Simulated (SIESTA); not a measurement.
The system is W3Se2S4, a slab with vacuum.

```
W Se S
1.0
     3.22621    0.00000    0.00000
    -1.61311    2.79398    0.00000
     0.00000    0.00000   29.16796
W Se S
3 2 4
Direct
  0.33333 0.66667 0.50000
  0.00000 0.00000 0.73117
  0.00000 0.00000 0.26883
  0.00000 0.00000 0.44178
  0.00000 0.00000 0.55822
  0.33333 0.66667 0.78414
  0.33333 0.66667 0.32180
  0.33333 0.66667 0.67820
  0.33333 0.66667 0.21586
```

* Program: SIESTA 5.4.2
* Task: single point
* Functional: PBEsol
* Potentials or basis: PseudoDojo 0.4 standard (PBEsol files)
* Basis: DZP (energy shift 0.003 Ry; two zetas on semicore shells)
* Grid cutoff: 800 Ry
* Energy shift: 0.003 Ry
* k mesh: 9 × 9 × 1
* Occupations: fermi-dirac, width 0.05 eV
* Spin: no spin polarisation

On this cell: largest force 0.807 eV/Å; band gap on the k mesh 0.97 eV, direct.

The same run follows on a disturbed copy (atoms moved at random, drawn with an rms of 0.05 Å):

```
W Se S
1.0
     3.22621    0.00000    0.00000
    -1.61311    2.79398    0.00000
     0.00000    0.00000   29.16796
W Se S
3 2 4
Direct
  0.34307 0.66482 0.49913
  0.00434 0.00059 0.72944
  0.99383 0.99406 0.27051
  0.02296 0.99877 0.44290
  0.00669 0.00996 0.55939
  0.31917 0.66160 0.78604
  0.34899 0.66577 0.32248
  0.33174 0.67351 0.67678
  0.32450 0.65470 0.21634
```

**Question.** What does the disturbed cell give?

**Answer.** The energy moves by +21.1 meV/atom; largest force 1.973 eV/Å; band gap on the k mesh 1.03 eV, direct.

Forces on the atoms (eV/Å):
```
W    0.232  0.293  1.937
W   -0.725  0.057  1.639
W    0.727  0.015 -1.067
Se  -0.438 -0.016 -1.841
Se   0.207 -0.276 -0.097
S    0.400  0.113 -1.408
S   -0.693 -0.175  0.887
S    0.328 -0.170 -0.310
S   -0.033  0.160  0.265
```

Stress tensor (GPa, compression positive):
```
-0.77 -0.05  0.15
-0.05 -0.70 -0.32
 0.15 -0.32  0.51
```

Caveats: short orbitals over semicore shells can move pressures by several GPa; spin-orbit coupling is left out, which moves the levels of the heavy elements; the basis of atomic orbitals isn't converged, which shifts pressures, moduli and gaps.

A k mesh can miss the band edges.
